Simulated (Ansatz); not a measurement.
# AsH2Mg: the cost of one run

The runs use Ansatz 0.2.0, Gaussian basis; def2-QZVPP, all electrons in the functionals, frozen cores in the correlation of double hybrids and RPA.

The runs, in order: PBE, BLYP, r2SCAN, B97M-V, PBE0, B3LYP, wB97M-V, B2PLYP, at charge 0, quartet; charge 0, doublet; charge 0, sextet; charge 1, triplet; charge 1, quintet (not every functional at every point).

10 further runs of the same task are left out: 1 that didn't finish, 9 set aside as unsound or not needed.

## Step 1: The geometry

The geometry is a PBE0/def2-TZVP stationary point (not a proven minimum). No spin-orbit coupling is included. The filled d shell of As may be among the frozen orbitals whatever the setting's name suggests; the logs give the count.

4 atoms, charge 0, spin multiplicity 4.

Atoms are counted from 1 here; the program's logs count them from 0.

Bond lengths: As1–Mg2 2.971 Å, As1–H3 1.541 Å, Mg2–H4 1.794 Å. Angles: Mg2–As1–H3 74.0°, As1–Mg2–H4 63.9°.

No dispersion term is added; B97M-V, wB97M-V hold VV10 nonlocal correlation. B3LYP takes the VWN-RPA correlation.

The geometry shown and the zero of energy belong to the point charge 0, quartet. The yardstick, RCCSD(T), and other wave-function levels (R restricted, U unrestricted, valence and pair active spaces) come from earlier runs.

## Step 2: PBE, charge 0, quartet

Input file in.yaml:

```yaml
crystal:
  periodic: [false, false, false]
  atoms:
    - {symbol: As, position_ang: [0.000000, -0.026095, 0.738644]}
    - {symbol: Mg, position_ang: [0.000000, 0.084001, -2.229901]}
    - {symbol: H, position_ang: [0.000000, 1.469994, 0.368628]}
    - {symbol: H, position_ang: [0.000000, -1.555889, -1.502290]}
basis:
  gaussian: {orbitals: "def2-QZVPP.json"}
magnetization: {spin_polarized: true, initial_magnetization: 3}
hamiltonian: {xc: {name: PBE}}
output: {orbitals: {seedname: orbitals}}
```

Started as:

```bash
$ ansatz run in.yaml --threads 1 --pin off --events-out ev --progress --plain --max-ram 2393MiB
```

**Question.** How long does this run take on 1 thread of Arm Neoverse V2, shared host, and how much memory does it need?

About 6.5 s, with a peak of 0.27 GiB.
